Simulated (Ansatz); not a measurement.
# GaH₅O₃S: how energies converge with the basis set

Aim: see how fast density functionals converge with the basis set for GaH₅O₃S.

The runs use Ansatz 0.2.0, Gaussian basis; one geometry, several basis sets.

Plan: PBE0-D4/def2-SVP; ωB97M-V/def2-SVP; PBE0-D4/def2-QZVPP; ωB97M-V/def2-QZVPP; the functionals' def2-TZVPP values are taken from earlier runs.

**1. The relaxed structure**

The geometry comes from an earlier relaxation with PBE0-D4 in a triple-zeta def2 set; it is a stationary point, not always the lowest conformer.

10 atoms, charge 0, spin multiplicity 1.

Atoms are counted from 1 here; the program's logs count them from 0.

Bond lengths: O1–Ga2 1.802 Å, O1–H6 0.959 Å, Ga2–O3 1.798 Å, Ga2–O4 1.792 Å, Ga2–S5 2.607 Å, O3–H7 0.959 Å, O4–H8 0.959 Å, S5–H9 1.345 Å, S5–H10 1.344 Å. Angles: Ga2–O1–H6 112.3°, O1–Ga2–O3 117.7°, O1–Ga2–O4 118.8°, O1–Ga2–S5 94.5°, O3–Ga2–O4 119.0°, O3–Ga2–S5 95.5°, O4–Ga2–S5 101.3°, Ga2–O3–H7 112.6°, Ga2–O4–H8 112.4°, Ga2–S5–H9 90.5°, Ga2–S5–H10 90.0°, H9–S5–H10 92.8°.

**2. PBE0-D4 in def2-SVP**

in.yaml

```yaml
crystal:
  periodic: [false, false, false]
  atoms:
    - {symbol: O, position_ang: [-1.774228, 0.121249, 0.058773]}
    - {symbol: Ga, position_ang: [-0.111656, -0.573890, 0.083789]}
    - {symbol: O, position_ang: [0.777936, -0.554859, 1.646326]}
    - {symbol: O, position_ang: [0.335460, -1.789851, -1.154303]}
    - {symbol: S, position_ang: [1.021063, 1.569335, -0.874414]}
    - {symbol: H, position_ang: [-2.121934, 0.264677, 0.941283]}
    - {symbol: H, position_ang: [1.400698, -1.280231, 1.725118]}
    - {symbol: H, position_ang: [-0.396876, -2.008672, -1.733870]}
    - {symbol: H, position_ang: [-0.183938, 2.137204, -1.059907]}
    - {symbol: H, position_ang: [1.136672, 2.063836, 0.370205]}
basis:
  gaussian: {orbitals: def2-SVP}
hamiltonian: {xc: pbe0, dispersion: d4}
output: {orbitals: {seedname: orbitals}}
```

Command:

```
> ansatz run in.yaml --threads 4 --pin off --events-out ev --progress --plain --max-ram 10444MiB
```

After this run come: ωB97M-V in def2-SVP; PBE0-D4 in def2-QZVPP; ωB97M-V in def2-QZVPP.

Before running them: what should the planned runs give, taken together? Wanted: PBE0-D4: double and triple zeta above quadruple; ωB97M-V: double and triple zeta above quadruple.

**Answer**, as computed:

| quantity | value |
| --- | --- |
| PBE0-D4: double and triple zeta above quadruple | 20.38, 1.92 eV |
| ωB97M-V: double and triple zeta above quadruple | 20.42, 1.84 eV |

**Reading.** For PBE0-D4 the step from double to triple zeta gains 18.46 eV and the next only 1.92 eV. Total energies overstate the basis error of differences, where much of it tends to cancel. The LUMO of ωB97M-V is positive and keeps falling with the basis (1.96 to 0.91 eV): an unbound level that the basis holds in place.
